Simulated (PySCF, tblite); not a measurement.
**H12N2OSi4, a small molecule taken as a stand-in for a surface group: NMR shifts, core binding energies and electronic excitations**

Aim: the NMR shifts, core binding energies and electronic excitations of `O[Si]([SiH3])(N[SiH3])N[SiH3]`.

Computed with tblite 0.8.0 and PySCF 2.14.0; each step states its level. No surroundings beyond the atoms listed, unless a continuum is named. Atoms count from 0, parts from 1.

## 1. Starting point

19 atoms, charge 0, multiplicity 1; geometry: distance geometry start.

## 2. Geometry optimisation with GFN2-xTB

Job settings and geometry (Å):

```
{"job": {"kind": "relax", "xc": "GFN2-xTB", "basis": "xTB"}, "charge": 0, "multiplicity": 1}
Si     0.052450     0.689472     0.304878
Si    -1.599722    -0.715933     1.317915
N      1.567697     0.160374    -0.127373
Si     2.134028    -1.138382     0.782415
N     -0.323781     1.552122    -1.082066
Si    -1.331250     0.739810    -2.187281
O      0.403618     1.956929     1.320409
H     -1.036051    -1.343096     2.552047
H     -2.810674     0.105545     1.660444
H     -2.009315    -1.781389     0.382304
H      2.191598     0.956163     0.068092
H      3.525048    -1.392082     0.356770
H      1.292742    -2.340049     0.502230
H      2.134152    -0.801707     2.218682
H      0.574633     1.697242    -1.548454
H     -0.737521    -0.586016    -2.490178
H     -2.665947     0.629684    -1.594899
H     -1.373117     1.580922    -3.409967
H     -0.047338     2.772995     1.055887
```

Method: GFN2-xTB geometry optimisation, gas phase.

Command:

```console
$ OMP_NUM_THREADS=1 python cluster_run.py task.json out
```

This one command runs all jobs of the session in turn.

What it wrote:

```text
step      E/eV     max force
  0    -627.01809    4.279
  1    -627.35127    1.016
  2    -627.42442    0.764
  3    -627.51108    0.829
  4    -627.59925    0.924
  5    -627.69124    0.773
  6    -627.76312    0.518
  7    -627.81049    0.470
  8    -627.84941    0.463
  9    -627.90678    0.515
 10    -627.96016    0.473
 11    -627.99216    0.358
 12    -628.00784    0.241
 13    -628.01395    0.410
 14    -628.01944    0.216
 15    -628.02500    0.222
 16    -628.03092    0.247
 17    -628.03573    0.188
 18    -628.03911    0.129
 19    -628.04132    0.132
 20    -628.04343    0.179
 21    -628.04600    0.182
 22    -628.04910    0.131
 23    -628.05198    0.093
 24    -628.05388    0.095
 25    -628.05506    0.083
 26    -628.05611    0.074
 27    -628.05753    0.085
 28    -628.05943    0.116
 29    -628.06154    0.134
 30    -628.06343    0.113
 31    -628.06496    0.110
 32    -628.06609    0.084
 33    -628.06691    0.065
 34    -628.06768    0.075
 35    -628.06844    0.087
 36    -628.06914    0.089
 37    -628.06966    0.052
 38    -628.07010    0.049
 39    -628.07061    0.058
 40    -628.07138    0.087
 41    -628.07220    0.089
 42    -628.07300    0.076
 43    -628.07376    0.072
 44    -628.07476    0.091
 45    -628.07597    0.134
 46    -628.07817    0.129
 47    -628.08030    0.168
 48    -628.08165    0.223
 49    -628.08285    0.133
 50    -628.08415    0.107
 51    -628.08632    0.094
 52    -628.08903    0.136
 53    -628.09055    0.139
 54    -628.09159    0.284
 55    -628.09323    0.071
 56    -628.09440    0.063
 57    -628.09581    0.065
 58    -628.09632    0.065
 59    -628.09718    0.066
 60    -628.09748    0.035
 61    -628.09765    0.047
 62    -628.09780    0.036
 63    -628.09801    0.031
 64    -628.09829    0.031
 65    -628.09841    0.022
 66    -628.09848    0.016
 67    -628.09854    0.018
 68    -628.09862    0.022
 69    -628.09874    0.027
 70    -628.09888    0.029
 71    -628.09899    0.021
 72    -628.09906    0.020
 73    -628.09911    0.018
 74    -628.09922    0.022
 75    -628.09941    0.033
 76    -628.09973    0.038
 77    -628.10007    0.031
 78    -628.10033    0.032
 79    -628.10052    0.032
 80    -628.10074    0.032
 81    -628.10111    0.040
 82    -628.10165    0.053
 83    -628.10223    0.057
 84    -628.10271    0.047
 85    -628.10305    0.054
 86    -628.10335    0.053
 87    -628.10367    0.051
 88    -628.10407    0.056
 89    -628.10464    0.063
 90    -628.10554    0.069
 91    -628.10668    0.068
 92    -628.10795    0.148
 93    -628.10930    0.089
 94    -628.11134    0.142
 95    -628.11244    0.101
 96    -628.11373    0.099
 97    -628.11641    0.125
 98    -628.11791    0.161
 99    -628.12035    0.125
100    -628.12298    0.156
101    -628.12371    0.293
102    -628.12830    0.307
103    -628.13282    0.181
104    -628.13673    0.179
105    -628.14010    0.095
106    -628.14213    0.327
107    -628.14482    0.088
108    -628.14587    0.088
109    -628.14772    0.159
110    -628.15012    0.195
111    -628.15245    0.295
112    -628.15515    0.127
113    -628.15723    0.192
114    -628.16044    0.223
115    -628.16377    0.168
116    -628.16702    0.129
117    -628.16995    0.136
118    -628.17086    0.200
119    -628.17331    0.139
120    -628.17468    0.092
121    -628.17701    0.092
122    -628.17908    0.074
123    -628.18109    0.079
124    -628.18225    0.075
125    -628.18316    0.069
126    -628.18403    0.070
127    -628.18479    0.073
128    -628.18533    0.051
129    -628.18572    0.038
130    -628.18608    0.069
131    -628.18637    0.050
132    -628.18676    0.044
133    -628.18697    0.045
134    -628.18724    0.048
135    -628.18745    0.037
136    -628.18764    0.031
137    -628.18778    0.028
138    -628.18788    0.030
139    -628.18799    0.028
140    -628.18813    0.025
141    -628.18827    0.032
142    -628.18840    0.029
143    -628.18851    0.025
144    -628.18861    0.023
145    -628.18874    0.028
146    -628.18888    0.037
147    -628.18900    0.031
148    -628.18911    0.026
149    -628.18922    0.027
150    -628.18936    0.031
151    -628.18951    0.035
152    -628.18967    0.034
153    -628.18983    0.032
154    -628.19000    0.024
155    -628.19016    0.032
156    -628.19033    0.043
157    -628.19053    0.040
158    -628.19077    0.033
159    -628.19110    0.045
160    -628.19163    0.069
161    -628.19232    0.090
162    -628.19304    0.074
163    -628.19360    0.078
164    -628.19413    0.063
165    -628.19475    0.086
166    -628.19599    0.085
167    -628.19657    0.055
168    -628.19703    0.049
169    -628.19736    0.052
170    -628.19765    0.040
171    -628.19799    0.046
172    -628.19829    0.043
173    -628.19851    0.041
174    -628.19869    0.038
175    -628.19886    0.030
176    -628.19901    0.034
177    -628.19917    0.035
178    -628.19929    0.023
179    -628.19936    0.017
180    -628.19943    0.018
181    -628.19949    0.021
182    -628.19956    0.022
183    -628.19963    0.017
184    -628.19969    0.020
185    -628.19975    0.018
186    -628.19982    0.020
187    -628.19989    0.023
188    -628.19996    0.023
189    -628.20003    0.024
190    -628.20011    0.022
191    -628.20021    0.025
192    -628.20033    0.028
193    -628.20044    0.029
194    -628.20053    0.026
195    -628.20061    0.024
196    -628.20068    0.023
197    -628.20075    0.016
198    -628.20082    0.021
199    -628.20086    0.014
200    -628.20089    0.012
201    -628.20089    0.012
202    -628.20175    0.027
203    -628.20187    0.013
204    -628.20194    0.010
205    -628.20197    0.006
```

It took 9.4 s on 1 thread of Arm Neoverse V2, shared host.

The steps of the relaxation:

| step | energy from step 0 (eV) | largest force (eV/Å) |
| --- | --- | --- |
| 0 | 0.0000 | 4.2794 |
| 8 | -0.8313 | 0.4625 |
| 16 | -1.0128 | 0.2460 |
| 24 | -1.0358 | 0.0950 |
| 32 | -1.0480 | 0.0840 |
| 40 | -1.0533 | 0.0868 |
| 48 | -1.0636 | 0.2229 |
| 56 | -1.0763 | 0.0633 |
| 64 | -1.0802 | 0.0316 |
| 72 | -1.0810 | 0.0198 |
| 80 | -1.0826 | 0.0315 |
| 88 | -1.0860 | 0.0554 |
| 96 | -1.0956 | 0.0984 |
| 104 | -1.1186 | 0.1788 |
| 112 | -1.1371 | 0.1271 |
| 120 | -1.1566 | 0.0919 |
| 128 | -1.1672 | 0.0509 |
| 136 | -1.1695 | 0.0310 |
| 144 | -1.1705 | 0.0236 |
| 152 | -1.1716 | 0.0334 |
| 160 | -1.1735 | 0.0683 |
| 168 | -1.1789 | 0.0495 |
| 176 | -1.1809 | 0.0340 |
| 184 | -1.1816 | 0.0193 |
| 192 | -1.1822 | 0.0280 |
| 200 | -1.1828 | 0.0124 |
| 205 | -1.1839 | 0.0059 |

Close pairs (by a distance rule), those that changed most:

| bond | before (Å) | after (Å) | change (Å) |
| --- | --- | --- | --- |
| Si0–Si1 | 2.394 | 2.289 | -0.105 |
| Si0–N2 | 1.662 | 1.735 | +0.073 |
| Si0–N4 | 1.676 | 1.743 | +0.067 |
| N2–Si3 | 1.684 | 1.723 | +0.039 |
| Si3–H12 | 1.493 | 1.462 | -0.031 |
| Si1–H8 | 1.503 | 1.472 | -0.031 |
| N4–Si5 | 1.702 | 1.727 | +0.025 |
| Si1–H7 | 1.495 | 1.472 | -0.023 |

## 3. Optimising the geometry at PBE0-D3(BJ)/def2-SVP

Job settings and geometry (Å):

```
{"job": {"xc": "PBE0", "basis": "def2-SVP", "d3": "d3bj", "grid": 2, "kind": "geom", "shake": 0.01}, "charge": 0, "multiplicity": 1}
Si     0.021159     0.784123     0.644237
Si    -1.760859    -0.330683     1.569368
N      1.488228    -0.027102     0.833575
Si     2.086221    -1.487350     0.114116
N     -0.349376     1.177891    -1.037374
Si    -0.847911     0.114158    -2.285219
O      0.367558     2.224266     1.384925
H     -1.779567    -0.212913     3.034099
H     -3.067204     0.191123     1.156462
H     -1.763657    -1.764996     1.284761
H      2.210559     0.529218     1.297493
H      2.676678    -1.278651    -1.193577
H      0.852222    -2.342509    -0.028458
H      3.037372    -2.042851     1.039196
H      0.115450     2.004141    -1.361097
H      0.243559    -0.713472    -2.797915
H     -1.892188    -0.717758    -1.706896
H     -1.361296     0.982012    -3.345585
H     -0.297869     2.909166     1.426095
```

What it wrote:

```text
step   0  E = -1348.84113977  max force = 0.031440
step   1  E = -1348.85261220  max force = 0.007073
step   2  E = -1348.85337107  max force = 0.002484
step   3  E = -1348.85391961  max force = 0.002646
step   4  E = -1348.85458359  max force = 0.004168
step   5  E = -1348.85534786  max force = 0.003747
step   6  E = -1348.85571616  max force = 0.001621
step   7  E = -1348.85594321  max force = 0.001026
step   8  E = -1348.85607996  max force = 0.001572
step   9  E = -1348.85624340  max force = 0.001143
step  10  E = -1348.85632126  max force = 0.000737
step  11  E = -1348.85637811  max force = 0.000625
step  12  E = -1348.85641769  max force = 0.000724
step  13  E = -1348.85648538  max force = 0.000845
step  14  E = -1348.85655811  max force = 0.001413
step  15  E = -1348.85663452  max force = 0.001481
step  16  E = -1348.85669365  max force = 0.000752
step  17  E = -1348.85673119  max force = 0.000491
step  18  E = -1348.85676414  max force = 0.000808
step  19  E = -1348.85680275  max force = 0.001041
step  20  E = -1348.85683034  max force = 0.000772
step  21  E = -1348.85685005  max force = 0.000467
step  22  E = -1348.85685924  max force = 0.000527
step  23  E = -1348.85686616  max force = 0.000387
optimisation converged
```

It took 8.9 min on 1 thread of Arm Neoverse V2, shared host; peak memory 0.87 GiB.

Relaxation path:

| step | energy from step 0 (eV) | largest force component (eV/Å) |
| --- | --- | --- |
| 0 | 0.0000 | 1.6167 |
| 1 | -0.3122 | 0.3637 |
| 2 | -0.3328 | 0.1277 |
| 3 | -0.3478 | 0.1361 |
| 4 | -0.3658 | 0.2143 |
| 5 | -0.3866 | 0.1927 |
| 6 | -0.3966 | 0.0834 |
| 7 | -0.4028 | 0.0528 |
| 8 | -0.4065 | 0.0808 |
| 9 | -0.4110 | 0.0588 |
| 10 | -0.4131 | 0.0379 |
| 11 | -0.4147 | 0.0321 |
| 12 | -0.4157 | 0.0372 |
| 13 | -0.4176 | 0.0435 |
| 14 | -0.4196 | 0.0727 |
| 15 | -0.4216 | 0.0762 |
| 16 | -0.4232 | 0.0387 |
| 17 | -0.4243 | 0.0252 |
| 18 | -0.4252 | 0.0415 |
| 19 | -0.4262 | 0.0535 |
| 20 | -0.4270 | 0.0397 |
| 21 | -0.4275 | 0.0240 |
| 22 | -0.4277 | 0.0271 |
| 23 | -0.4279 | 0.0199 |

Distances of close pairs at the start and the end, largest changes first:

| bond | before (Å) | after (Å) | change (Å) |
| --- | --- | --- | --- |
| Si3–H13 | 1.438 | 1.494 | +0.056 |
| Si0–Si1 | 2.297 | 2.348 | +0.051 |
| Si3–H11 | 1.450 | 1.498 | +0.049 |
| Si0–N2 | 1.687 | 1.728 | +0.041 |
| Si5–H16 | 1.455 | 1.492 | +0.037 |
| Si1–H9 | 1.462 | 1.495 | +0.033 |
| Si5–H17 | 1.463 | 1.496 | +0.033 |
| Si5–H15 | 1.463 | 1.495 | +0.033 |

The next job starts from the end point, and lists it.

| at the end point | value |
| --- | --- |
| point group (found at 0.08 Å tolerance) | C1 |
| rotational constants (GHz, main isotopes) | 1.105, 0.920, 0.706 |
| dipole moment (D) | 1.18 |

## 4. NMR shieldings: PBE0/pcSseg-1

Job settings and geometry (Å):

```
{"job": {"kind": "nmr", "xc": "PBE0", "basis": "pcSseg-1"}, "charge": 0, "multiplicity": 1}
Si     0.113624     0.760411     0.611719
Si    -1.857228    -0.171097     1.482880
N      1.513876    -0.127499     1.098824
Si     2.270348    -1.383610     0.159101
N      0.090778     0.725094    -1.124289
Si    -1.130581     0.192488    -2.245966
O      0.347781     2.280956     1.259924
H     -1.709171    -0.192710     2.973411
H     -3.083684     0.626258     1.159385
H     -2.062596    -1.576201     1.013923
H      1.933632     0.110989     1.992281
H      3.022881    -0.864794    -1.028293
H      1.259018    -2.360226    -0.348426
H      3.241096    -2.092664     1.046400
H      0.947848     1.083784    -1.545940
H     -0.654472    -0.942529    -3.095137
H     -2.305136    -0.257389    -1.442677
H     -1.563916     1.292729    -3.162790
H     -0.412732     2.869219     1.226007
```

With the program's defaults for keys left out, this is: GIAO PBE0/pcSseg-1 NMR shielding, non-relativistic, gas phase.

What it wrote:

```text
coarse grid: 17152 points
cycle   1  E = -1349.1029772563  dE =  2.799e-01  |g| = 8.700e-01  |ddm| = 3.928e+00
cycle   2  E = -1348.9050610983  dE =  1.979e-01  |g| = 1.317e+00  |ddm| = 1.812e+00
cycle   3  E = -1349.2436246700  dE = -3.386e-01  |g| = 9.008e-02  |ddm| = 1.307e+00
cycle   4  E = -1349.2448843385  dE = -1.260e-03  |g| = 5.168e-02  |ddm| = 1.233e-01
cycle   5  E = -1349.2453769794  dE = -4.926e-04  |g| = 1.248e-02  |ddm| = 4.806e-02
cycle   6  E = -1349.2454130619  dE = -3.608e-05  |g| = 2.118e-03  |ddm| = 1.541e-02
cycle   7  E = -1349.2454140717  dE = -1.010e-06  |g| = 4.404e-04  |ddm| = 2.769e-03
final grid: 145360 points
cycle   8  E = -1349.2874631927  dE = -1.467e-05  |g| = 8.727e-03  |ddm| = 1.845e-02
cycle   9  E = -1349.2874395781  dE =  2.361e-05  |g| = 1.394e-02  |ddm| = 1.756e-02
cycle  10  E = -1349.2874778357  dE = -3.826e-05  |g| = 4.561e-04  |ddm| = 1.109e-02
cycle  11  E = -1349.2874778565  dE = -2.086e-08  |g| = 2.229e-04  |ddm| = 4.640e-04
cycle  12  E = -1349.2874778655  dE = -8.923e-09  |g| = 5.977e-05  |ddm| = 2.257e-04
cycle  13  E = -1349.2874778661  dE = -6.789e-10  |g| = 1.389e-05  |ddm| = 6.140e-05
converged SCF energy = -1349.2874778661

GIAO shielding tensors (ppm)
atom      isotropic    diamagn.    paramagn.     s11        s22        s33       span
  0 Si     366.689     881.138    -514.449    352.918    362.037    385.112     32.194
  1 Si     469.099     882.402    -413.304    464.033    468.838    474.425     10.391
  2 N      241.235     326.931     -85.696    210.666    229.479    283.562     72.896
  3 Si     410.529     879.493    -468.964    368.726    395.236    467.625     98.899
  4 N      224.767     329.770    -105.003    181.268    222.678    270.354     89.086
  5 Si     407.886     879.942    -472.056    363.413    393.117    467.128    103.715
  6 O      245.716     389.273    -143.557    219.115    240.168    277.865     58.750
  7 H       28.035      29.756      -1.721     24.734     25.925     33.446      8.712
  8 H       27.954      30.392      -2.438     24.723     25.906     33.232      8.509
  9 H       27.765      31.083      -3.318     24.817     26.251     32.228      7.412
 10 H       30.896      31.512      -0.616     22.316     27.839     42.534     20.218
 11 H       26.666      29.390      -2.724     22.967     24.894     32.138      9.171
 12 H       26.681      30.553      -3.872     23.297     25.837     30.908      7.611
 13 H       26.714      28.061      -1.347     23.344     24.543     32.255      8.911
 14 H       30.617      33.566      -2.948     23.110     28.063     40.679     17.568
 15 H       26.521      29.151      -2.630     22.561     25.010     31.992      9.431
 16 H       26.704      30.697      -3.994     22.660     27.944     29.507      6.847
 17 H       26.579      28.243      -1.664     22.715     24.443     32.579      9.865
 18 H       29.732      31.456      -1.725     22.503     24.897     41.794     19.291
```

Wall time 36 s (1 thread of Arm Neoverse V2, shared host); peak memory 1.1 GiB.

Shifts follow as δ = σ(reference) − σ, with reference shieldings (ppm) from runs at the same level and on the same kind of geometry: 1H TMS 31.27, 29Si TMS 352.0, 15N NH3 265.7, 17O H2O 334.6. The references are single molecules in the gas phase, so shifts against H2O, NH3, PH3, H3PO4 or CFCl3 are not on the usual liquid scales and can be off by tens of ppm.

| atoms | environment | σ (ppm) | δ (ppm) |
| --- | --- | --- | --- |
| H15 | hydrogen on a silicon bonded to N | 26.52 | 4.75 |
| H17 | hydrogen on a silicon bonded to N | 26.58 | 4.69 |
| H11 | hydrogen on a silicon bonded to N | 26.67 | 4.60 |
| H12 | hydrogen on a silicon bonded to N | 26.68 | 4.59 |
| H16 | hydrogen on a silicon bonded to N | 26.70 | 4.56 |
| H13 | hydrogen on a silicon bonded to N | 26.71 | 4.55 |
| H9 | hydrogen on a silicon bonded to Si | 27.77 | 3.50 |
| H8 | hydrogen on a silicon bonded to Si | 27.95 | 3.31 |
| H7 | hydrogen on a silicon bonded to Si | 28.04 | 3.23 |
| H18 | hydrogen on an oxygen bonded to Si | 29.73 | 1.54 |
| H14 | hydrogen on a nitrogen bonded to 2 Si | 30.62 | 0.65 |
| H10 | hydrogen on a nitrogen bonded to 2 Si | 30.90 | 0.37 |
| Si0 | silicon bonded to 2 N, O, Si | 366.7 | -14.7 |
| Si5 | silicon bonded to N, 3 H | 407.9 | -55.9 |
| Si3 | silicon bonded to N, 3 H | 410.5 | -58.5 |
| Si1 | silicon bonded to Si, 3 H | 469.1 | -117.1 |
| N4 | nitrogen bonded to 2 Si, H | 224.8 | 40.9 |
| N2 | nitrogen bonded to 2 Si, H | 241.2 | 24.4 |
| O6 | oxygen bonded to Si, H | 245.7 | 88.8 |

Charges from the same density, by scheme (e):

| atoms | Mulliken | IAO | Hirshfeld | ESP fit |
| --- | --- | --- | --- | --- |
| Si0 | 1.04 | 1.19 | 0.40 | 0.75 |
| Si1 | 0.04 | 0.18 | 0.18 | 0.02 |
| N2 | -0.84 | -0.94 | -0.33 | -0.68 |
| Si3 | 0.61 | 0.73 | 0.34 | 0.44 |
| N4 | -0.86 | -0.93 | -0.32 | -0.80 |
| Si5 | 0.61 | 0.73 | 0.35 | 0.50 |
| O6 | -0.55 | -0.78 | -0.32 | -0.70 |

Mayer bond orders: Si0–Si1 0.92, Si0–N2 0.92, N2–Si3 0.95, Si0–N4 0.92, N4–Si5 0.96, Si0–O6 1.03.

(Part 1 of 2 ends here.)
